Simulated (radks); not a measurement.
# Pb³⁺ in [Xe] 4f14 5d9.5 6s1 7s0.5: an all-electron calculation

Wanted: eigenvalues, radial structure and energy terms of the lead ion Pb3+.

Program: radks (a radial shooting solver on a logarithmic mesh, Libxc functionals) version 1. Level of theory: scalar-relativistic Kohn-Sham, PBE, spin-unpolarised, spherical densities, finite nucleus. These are calculated values, not measurements, unless marked.

### 1 The atom as given

- element: lead (Z = 82)
- charge: +3
- electrons: 79
- configuration: [Xe] 4f14 5d9.5 6s1 7s0.5
- nuclear rms radius: 5.5012 fm

### 2 The run

Input:

```text
Z 82
configuration [Xe] 4f14 5d9.5 6s1 7s0.5 6p0 6d0
relativity scalar-relativistic
functional pbe,pbe
spin unpolarised
nucleus finite rms 5.5012 fm
c 137.035999084
```

**Question.** What will this run give?

As calculated:

| quantity | value |
| --- | --- |
| total energy | -20873.4801 hartree |
| exchange-correlation share of it | 1.85 % |
| −T/E | 1.1294 |
| highest occupied level | 7s, -16.714 eV |
| most extended occupied level | 7s, <r> = 4.33 bohr |
| radius at density 0.001 e/bohr³ | 3.99 bohr |
| maxima of the radial density | 4 |

The radial density shows 4 maxima for 7 occupied principal shells; where shells overlap, one shows as a shoulder or not at all. −T/E is 1.129: with relativity the kinetic term as defined here no longer equals −E. This is not the tabulated ground configuration, so its levels and sizes aren't those of the ground state, and no measured value stands beside it.
